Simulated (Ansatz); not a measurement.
# C₂H₂BFO: a ladder of functionals and wavefunction methods

How much do the methods differ for C₂H₂BFO? The plan is to run it at one geometry with functionals of several rungs and with coupled cluster. The yardstick is the atomisation energy at the CCSD(T) limit.

Computed with Ansatz 0.2.0, Gaussian basis. Level: functionals in def2-TZVPP, the program's frozen cores in correlated methods.

Levels to be run: LDA (SPW92), PBE-D4, revPBE-D4, BLYP-D4, r2SCAN-D4, B97M-V, PBE0-D4, B3LYP-D4, r2SCANh-D4, r2SCAN0-D4, HSE06-D4, BHLYP-D4, CAM-B3LYP-D4, LC-ωPBE, ωB97X-V, ωB97M-V, B2PLYP, PBE-QIDH; CCSD(T)/def2-SVP; CCSD(T)/def2-TZVPP; MP2/def2-QZVPP; extrapolation to the limit; RPA on PBE.

### Step 1. Structure used throughout

The geometry comes from an earlier relaxation with PBE0-D4 in a triple-zeta def2 set; it is a stationary point, not always the lowest conformer.

SMILES `FB1C=CO1`, 7 atoms, charge 0, spin multiplicity 1.

Atoms are counted from 1 here; the program's logs count them from 0.

Bond lengths: F1–B2 1.303 Å, B2–C3 1.554 Å, B2–O5 1.412 Å, C3–C4 1.333 Å, C3–H6 1.075 Å, C4–O5 1.418 Å, C4–H7 1.085 Å. Angles: F1–B2–C3 141.0°, F1–B2–O5 125.2°, C3–B2–O5 93.8°, B2–C3–C4 79.9°, B2–C3–H6 147.3°, C4–C3–H6 132.8°, C3–C4–O5 104.0°, C3–C4–H7 138.2°, O5–C4–H7 117.8°, B2–O5–C4 82.2°.

Geometry (Å):

| atom | x (Å) | y (Å) | z (Å) |
| --- | --- | --- | --- |
| F1 | -0.7484 | -2.0790 | 0.6752 |
| B2 | -0.3095 | -0.9442 | 0.2102 |
| C3 | -0.0188 | 0.5141 | 0.6608 |
| C4 | 0.3372 | 0.5906 | -0.6211 |
| O5 | 0.1019 | -0.7156 | -1.1215 |
| H6 | -0.0263 | 1.2320 | 1.4605 |
| H7 | 0.7250 | 1.3340 | -1.3096 |

### Step 2. LDA

This LDA is Slater exchange with PW92 correlation.

File in.yaml:

```yaml
crystal:
  periodic: [false, false, false]
  atoms:
    - {symbol: F, position_ang: [-0.748354, -2.078984, 0.675176]}
    - {symbol: B, position_ang: [-0.309470, -0.944162, 0.210150]}
    - {symbol: C, position_ang: [-0.018779, 0.514103, 0.660842]}
    - {symbol: C, position_ang: [0.337150, 0.590609, -0.621111]}
    - {symbol: O, position_ang: [0.101876, -0.715561, -1.121471]}
    - {symbol: H, position_ang: [-0.026267, 1.232034, 1.460465]}
    - {symbol: H, position_ang: [0.725045, 1.333963, -1.309551]}
basis:
  gaussian: {orbitals: def2-TZVPP}
hamiltonian: {xc: lda}
output: {orbitals: {seedname: orbitals}}
```

Started as:

```
ansatz run in.yaml --threads 2 --pin off --events-out ev --progress --plain --max-ram 4352MiB
```

Further steps of the session: PBE-D4 (GGA); revPBE-D4 (GGA); BLYP-D4 (GGA); r2SCAN-D4 (meta-GGA); B97M-V (meta-GGA); PBE0-D4 (hybrid); B3LYP-D4 (hybrid); r2SCANh-D4 (hybrid); r2SCAN0-D4 (hybrid); HSE06-D4 (hybrid); BHLYP-D4 (hybrid); CAM-B3LYP-D4 (range-separated); LC-ωPBE (range-separated); ωB97X-V (range-separated); ωB97M-V (range-separated); B2PLYP (double hybrid); PBE-QIDH (double hybrid); CCSD(T) in def2-SVP; CCSD(T) in def2-TZVPP; MP2 in def2-QZVPP; RPA on PBE orbitals.

Q: Predict the results of all the runs planned. Wanted: atomisation energy, CCSD(T)/CBS; farthest beyond LDA; mean size of error, GGA; mean size of error, meta-GGA; mean size of error, hybrid; mean size of error, range-separated; mean size of error, double hybrid; gap, smallest and largest; T1 diagnostic.

The runs gave:

```
                               quantity                                            value
        atomisation energy, CCSD(T)/CBS                                        33.663 eV
    functionals within 0.168 eV (0.5 %)  B3LYP-D4, r2SCANh-D4, ωB97X-V, B2PLYP, PBE-QIDH
                    farthest beyond LDA                               PBE-D4 (+1.531 eV)
                mean size of error, GGA                                         0.716 eV
           mean size of error, meta-GGA                                         0.380 eV
             mean size of error, hybrid                                         0.490 eV
    mean size of error, range-separated                                         0.286 eV
      mean size of error, double hybrid                                         0.136 eV
              gap, smallest and largest        3.57 eV (LDA (SPW92)), 11.13 eV (LC-ωPBE)
                          T1 diagnostic                                           0.0146
triples share of the correlation energy                                            4.0 %
```

In words: LDA overbinds by 6.103 eV (18 %). PBE-D4 is off by +1.531 eV. Double hybrids carry the basis error of their MP2 part in triple zeta, and no dispersion term here, so their miss is partly the set-up's. Taken by rung, double hybrid functionals do best (0.136 eV on average) and GGA ones worst beyond LDA (0.716 eV). The reference freezes the cores and leaves out relativity and excitations past (T), so misses under about 0.168 eV can't be ranked. Hartree-Fock recovers 72 % of the binding; the rest is correlation. CCSD(T) in def2-SVP is off by -1.351 eV, which most functionals beat. The gap grows from 3.6 to 11.1 eV across the functionals, mostly with the share of exact exchange.
